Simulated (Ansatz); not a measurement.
**C₃H₉NSi: one species, many methods**

How much do the methods differ for C₃H₉NSi? The plan is to run it at one geometry with functionals of several rungs and with coupled cluster. The yardstick is the atomisation energy at the CCSD(T) limit.

The runs use Ansatz 0.2.0, Gaussian basis; functionals in def2-TZVPP, the program's frozen cores in correlated methods.

Plan: LDA (SPW92), PBE-D4, revPBE-D4, BLYP-D4, r2SCAN-D4, B97M-V, PBE0-D4, B3LYP-D4, r2SCANh-D4, r2SCAN0-D4, HSE06-D4, BHLYP-D4, CAM-B3LYP-D4, LC-ωPBE, ωB97X-V, ωB97M-V, B2PLYP, PBE-QIDH; CCSD(T)/def2-SVP; CCSD(T)/def2-TZVPP; MP2/def2-QZVPP; extrapolation to the limit; RPA on PBE.

## (1) The relaxed structure

An earlier PBE0-D4 in a triple-zeta def2 set relaxation fixed the geometry.

SMILES `CNC1C[SiH2]1`, 14 atoms, charge 0, spin multiplicity 1.

Atoms are counted from 1 here; the program's logs count them from 0.

Bond lengths: C1–N2 1.449 Å, C1–H6 1.092 Å, C1–H7 1.093 Å, C1–H8 1.102 Å, N2–C3 1.431 Å, N2–H9 1.010 Å, C3–C4 1.543 Å, C3–Si5 1.858 Å, C3–H10 1.097 Å, C4–Si5 1.847 Å, C4–H11 1.085 Å, C4–H12 1.086 Å, Si5–H13 1.477 Å, Si5–H14 1.479 Å. Angles: N2–C1–H6 109.8°, N2–C1–H7 109.4°, N2–C1–H8 113.7°, H6–C1–H7 107.7°, H6–C1–H8 108.5°, H7–C1–H8 107.5°, C1–N2–C3 113.5°, C1–N2–H9 110.7°, C3–N2–H9 110.5°, N2–C3–C4 115.0°, N2–C3–Si5 119.4°, N2–C3–H10 116.7°, C4–C3–Si5 65.0°, C4–C3–H10 112.8°, Si5–C3–H10 117.1°, C3–C4–Si5 65.8°, C3–C4–H11 117.1°, C3–C4–H12 114.2° and more.

## (2) LDA

This LDA is Slater exchange with PW92 correlation.

Input file in.yaml:

```yaml
crystal:
  periodic: [false, false, false]
  atoms:
    - {symbol: C, position_ang: [-1.716956, 0.895330, 0.586416]}
    - {symbol: N, position_ang: [-0.358968, 1.024779, 0.099009]}
    - {symbol: C, position_ang: [0.126888, -0.152115, -0.555038]}
    - {symbol: C, position_ang: [0.644023, -1.256488, 0.389682]}
    - {symbol: Si, position_ang: [1.957873, -0.460047, -0.635782]}
    - {symbol: H, position_ang: [-2.034729, 1.832569, 1.048243]}
    - {symbol: H, position_ang: [-1.755660, 0.116726, 1.352271]}
    - {symbol: H, position_ang: [-2.444565, 0.627162, -0.196935]}
    - {symbol: H, position_ang: [-0.272659, 1.828548, -0.507080]}
    - {symbol: H, position_ang: [-0.482784, -0.546456, -1.377579]}
    - {symbol: H, position_ang: [0.321477, -2.272114, 0.186607]}
    - {symbol: H, position_ang: [0.614469, -0.991937, 1.442429]}
    - {symbol: H, position_ang: [2.874826, 0.510474, -0.005283]}
    - {symbol: H, position_ang: [2.513864, -1.185832, -1.798258]}
basis:
  gaussian: {orbitals: def2-TZVPP}
hamiltonian: {xc: lda}
output: {orbitals: {seedname: orbitals}}
```

Further steps of the session: PBE-D4 (GGA); revPBE-D4 (GGA); BLYP-D4 (GGA); r2SCAN-D4 (meta-GGA); B97M-V (meta-GGA); PBE0-D4 (hybrid); B3LYP-D4 (hybrid); r2SCANh-D4 (hybrid); r2SCAN0-D4 (hybrid); HSE06-D4 (hybrid); BHLYP-D4 (hybrid); CAM-B3LYP-D4 (range-separated); LC-ωPBE (range-separated); ωB97X-V (range-separated); ωB97M-V (range-separated); B2PLYP (double hybrid); PBE-QIDH (double hybrid); CCSD(T) in def2-SVP; CCSD(T) in def2-TZVPP; MP2 in def2-QZVPP; RPA on PBE orbitals.

Before running them: what should the planned runs give, taken together? Wanted: atomisation energy, CCSD(T)/CBS; farthest beyond LDA; mean size of error, GGA; mean size of error, meta-GGA; mean size of error, hybrid; mean size of error, range-separated; mean size of error, double hybrid; gap, smallest and largest; T1 diagnostic.

As calculated:

```
                               quantity                                                                                    value
        atomisation energy, CCSD(T)/CBS                                                                                52.859 eV
    functionals within 0.264 eV (0.5 %)  revPBE-D4, BLYP-D4, r2SCAN-D4, B97M-V, B3LYP-D4, r2SCANh-D4, LC-ωPBE, ωB97M-V, PBE-QIDH
                    farthest beyond LDA                                                                     BHLYP-D4 (-1.222 eV)
                mean size of error, GGA                                                                                 0.412 eV
           mean size of error, meta-GGA                                                                                 0.138 eV
             mean size of error, hybrid                                                                                 0.453 eV
    mean size of error, range-separated                                                                                 0.231 eV
      mean size of error, double hybrid                                                                                 0.361 eV
              gap, smallest and largest                                                4.38 eV (LDA (SPW92)), 11.23 eV (LC-ωPBE)
                          T1 diagnostic                                                                                   0.0107
triples share of the correlation energy                                                                                    4.0 %
```

In words: LDA overbinds by 7.616 eV (14 %). PBE-D4 is off by +1.096 eV. Double hybrids carry the basis error of their MP2 part in triple zeta, and no dispersion term here, so their miss is partly the set-up's. The rungs meta-GGA, range-separated miss on average by less than the doubt on the reference (0.264 eV), so they tie. Misses under about 0.264 eV are within the doubt on the reference itself, which lacks core-valence correlation, relativity and higher excitations. Hartree-Fock recovers 72 % of the binding; the rest is correlation. CCSD(T) in def2-SVP is off by -2.715 eV, so the small basis spoils what the method gains. The gap grows from 4.4 to 11.2 eV across the functionals, mostly with the share of exact exchange.
